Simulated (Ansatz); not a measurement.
# GeHF₃: a ladder of functionals and wavefunction methods

An exercise on one series of results from a longer session: the logs are not shown, and one member is left open.

Method: functionals in def2-TZVPP, the program's frozen cores in correlated methods; program: Ansatz 0.2.0, Gaussian basis.

The runs, in order: LDA (SPW92), PBE-D4, revPBE-D4, BLYP-D4, r2SCAN-D4, B97M-V, PBE0-D4, B3LYP-D4, r2SCANh-D4, r2SCAN0-D4, HSE06-D4, BHLYP-D4, CAM-B3LYP-D4, LC-ωPBE, ωB97X-V, ωB97M-V, B2PLYP, PBE-QIDH; CCSD(T)/def2-SVP; CCSD(T)/def2-TZVPP; CCSD(T)/def2-QZVPP; extrapolation to the limit; RPA on PBE.

### The geometry

All runs share one geometry, relaxed beforehand with PBE0-D4 in a triple-zeta def2 set.

SMILES `[F][GeH]([F])[F]`, 5 atoms, charge 0, spin multiplicity 1.

Atoms are counted from 1 here; the program's logs count them from 0.

Bond lengths: F1–Ge2 1.707 Å, Ge2–F3 1.707 Å, Ge2–F4 1.707 Å, Ge2–H5 1.516 Å. Angles: F1–Ge2–F3 106.4°, F1–Ge2–F4 106.4°, F1–Ge2–H5 112.4°, F3–Ge2–F4 106.4°, F3–Ge2–H5 112.4°, F4–Ge2–H5 112.4°.

Coordinates:

```xyz
5
charge 0, multiplicity 1
F    -0.24976   -0.73406    1.48302
Ge    0.09556   -0.00866   -0.02333
F    -0.67306    1.51569   -0.01129
F    -0.70808   -0.94396   -1.20399
H     1.58524    0.09729   -0.28571
```

The first run:

Contents of in.yaml:

```yaml
crystal:
  periodic: [false, false, false]
  atoms:
    - {symbol: F, position_ang: [-0.249762, -0.734065, 1.483023]}
    - {symbol: Ge, position_ang: [0.095565, -0.008659, -0.023333]}
    - {symbol: F, position_ang: [-0.673062, 1.515692, -0.011289]}
    - {symbol: F, position_ang: [-0.708078, -0.943959, -1.203991]}
    - {symbol: H, position_ang: [1.585239, 0.097291, -0.285708]}
basis:
  gaussian: {orbitals: def2-TZVPP}
hamiltonian: {xc: lda}
output: {orbitals: {seedname: orbitals}}
```

The run is started by

```
> ansatz run in.yaml --threads 2 --pin off --events-out ev --progress --plain --max-ram 22528MiB --backend cpu
```

Steps of the session up to this table: LDA; PBE-D4 (GGA); revPBE-D4 (GGA); BLYP-D4 (GGA); r2SCAN-D4 (meta-GGA); B97M-V (meta-GGA); B3LYP-D4 (hybrid); r2SCANh-D4 (hybrid); r2SCAN0-D4 (hybrid); HSE06-D4 (hybrid); BHLYP-D4 (hybrid); CAM-B3LYP-D4 (range-separated); LC-ωPBE (range-separated); ωB97X-V (range-separated); ωB97M-V (range-separated); B2PLYP (double hybrid); PBE-QIDH (double hybrid).

One of the session's tables, all rows but one given; the rest of the session is left out.

It belongs to the step «Frontier levels by functional». 

| functional | HOMO (eV) | gap (eV) |
| --- | --- | --- |
| LDA (SPW92) | -9.77 | 7.87 |
| PBE-D4 | -9.58 | 8.00 |
| revPBE-D4 | -9.50 | 8.06 |
| BLYP-D4 | -9.53 | 7.92 |
| r2SCAN-D4 | ? | ? |
| B97M-V | -10.15 | 8.82 |
| PBE0-D4 | -11.35 | 10.89 |
| B3LYP-D4 | -11.11 | 10.23 |
| r2SCANh-D4 | -10.70 | 9.94 |
| r2SCAN0-D4 | -11.67 | 11.48 |
| HSE06-D4 | -10.94 | 10.10 |
| BHLYP-D4 | -13.04 | 13.60 |
| CAM-B3LYP-D4 | -12.86 | 13.38 |
| LC-ωPBE | -14.14 | 16.11 |
| ωB97X-V | -13.82 | 15.66 |
| ωB97M-V | -13.69 | 15.31 |

**Question.** Estimate the row for r2SCAN-D4.

Worked estimate for «HOMO (eV)». Against the share of exact exchange, r2SCANh-D4 (0.1, -10.70), r2SCAN0-D4 (0.25, -11.67) give a slope of -6.47 per unit share; at 0 the line stands at -10.05.

As computed: HOMO (eV): -10.05; gap (eV): 8.89. In «HOMO (eV)» the line misses by 0.00.
